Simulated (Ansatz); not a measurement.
# B2F3GeH3: the cost of one run

Method: RKS PBE/def2-SVP, in Ansatz 0.2.0.

### 1 Starting point

Bond lengths: F1–B2 1.501 Å, B2–Ge3 2.045 Å, Ge3–F4 1.696 Å, Ge3–B5 2.000 Å, B5–F6 1.450 Å, B2–H7 1.203 Å, Ge3–H8 1.530 Å, B5–H9 1.238 Å. Angles: F1–B2–Ge3 121.0°, F1–B2–H7 118.0°, Ge3–B2–H7 121.0°, B2–Ge3–F4 106.9°, B2–Ge3–B5 108.5°, B2–Ge3–H8 106.6°, F4–Ge3–B5 111.3°, F4–Ge3–H8 113.1°, B5–Ge3–H8 110.2°, Ge3–B5–F6 121.4°, Ge3–B5–H9 120.0°, F6–B5–H9 118.6°.

Structure file:

```xyz
9

F     2.1758   -1.9671   -0.6369
B     1.5088   -0.6625   -0.3127
Ge   -0.5112   -0.5576   -0.0145
F    -1.2501   -1.0579   -1.4562
B    -0.9888    1.3337    0.4271
F    -0.7243    2.4161   -0.5010
H     2.2010    0.3166   -0.2175
H    -0.8266   -1.4717    1.1711
H    -1.4959    1.6042    1.5236
```

### 2 End point A

The input, input.yaml:

```yaml
crystal:
  periodic: [false, false, false]
  atoms:
    - { symbol: F, position_ang: [2.1758, -1.9671, -0.6369] }
    - { symbol: B, position_ang: [1.5088, -0.6625, -0.3127] }
    - { symbol: Ge, position_ang: [-0.5112, -0.5576, -0.0145] }
    - { symbol: F, position_ang: [-1.2501, -1.0579, -1.4562] }
    - { symbol: B, position_ang: [-0.9888, 1.3337, 0.4271] }
    - { symbol: F, position_ang: [-0.7243, 2.4161, -0.501] }
    - { symbol: H, position_ang: [2.201, 0.3166, -0.2175] }
    - { symbol: H, position_ang: [-0.8266, -1.4717, 1.1711] }
    - { symbol: H, position_ang: [-1.4959, 1.6042, 1.5236] }
basis:
  gaussian: { orbitals: def2-SVP }
hamiltonian:
  xc: pbe
relax:
  f_tol: 0.015
  max_steps: 40
```

Run with:

```bash
$ ansatz run input.yaml --threads 2 --pin off --max-ram 3072MiB --backend cpu --events-out ev --progress --plain --runs-dir out
```

**Question.** How long does this run take on 2 threads of Intel Xeon 6975P-C (Granite Rapids), shared host, and how much memory does it need?

About 20 s, with a peak of 0.17 GiB.
